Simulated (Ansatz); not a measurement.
# YAu: the cost of one run

Program: Ansatz 0.2.0. Level of theory: DFT PBEsol, scalar-relativistic, plane waves, PAW. These are calculated values, not measurements.

## 1. Starting point

Symmetry: Pm-3m, No. 221, cubic system. The conventional cell has a = 3.546 Å, b = 3.546 Å, c = 3.546 Å, α = 90.00°, β = 90.00°, γ = 90.00°. Y (site symmetry m-3m) has 8 Au at 3.07 Å as nearest neighbours. Around Au (site symmetry m-3m) lie 8 Y at 3.07 Å.

Structure file:

```cif
data_structure
_symmetry_space_group_name_H-M 'P 1'
_symmetry_Int_Tables_number 1
_cell_length_a 3.5465
_cell_length_b 3.5465
_cell_length_c 3.5465
_cell_angle_alpha 90.000
_cell_angle_beta 90.000
_cell_angle_gamma 90.000
_cell_volume 44.61
loop_
_atom_site_label
_atom_site_type_symbol
_atom_site_fract_x
_atom_site_fract_y
_atom_site_fract_z
_atom_site_occupancy
Y1 Y 0.00000 0.00000 0.00000 1
Au1 Au 0.50000 0.50000 0.50000 1
```

An earlier run at PBEsol left this cell at 22.303 Å³/atom and 0.01 GPa (8×8×8 mesh).

The changes: atom 1 (Y) moved 0.02 Å along x; strain e2 = +0.01, atoms carried along.

## 2. Atom 1 (Y) moved 0.02 Å along x

Contents of input.yaml:

```yaml
crystal:
  lattice:
    - [3.5464658735, 0.0, 0.0]
    - [0.0, 3.5464658735, 0.0]
    - [0.0, 0.0, 3.5464658735]
  atoms:
    - { symbol: "Y", position: [0.005639417, 0.0, 0.0] }
    - { symbol: Au, position: [0.5, 0.5, 0.5] }
basis:
  ecutwfc: 420
  ecutrho_ratio: 4
kpoints:
  mp_grid: { grid: [8, 8, 8] }
hamiltonian:
  xc: pbesol
scf:
  occupations: { method: gaussian, width: 0.05 }
output:
  forces: true
  stress: true
  eigenvalues: true
```

On the command line:

```sh
$ ansatz run input.yaml --threads 4 --pin off --max-ram 4096MiB --backend cpu --events-out ev --progress --plain --runs-dir out
```

What time and memory should one allow on 4 threads of an Arm CPU, shared host?

About 2.3 s, with a peak of 0.44 GiB.
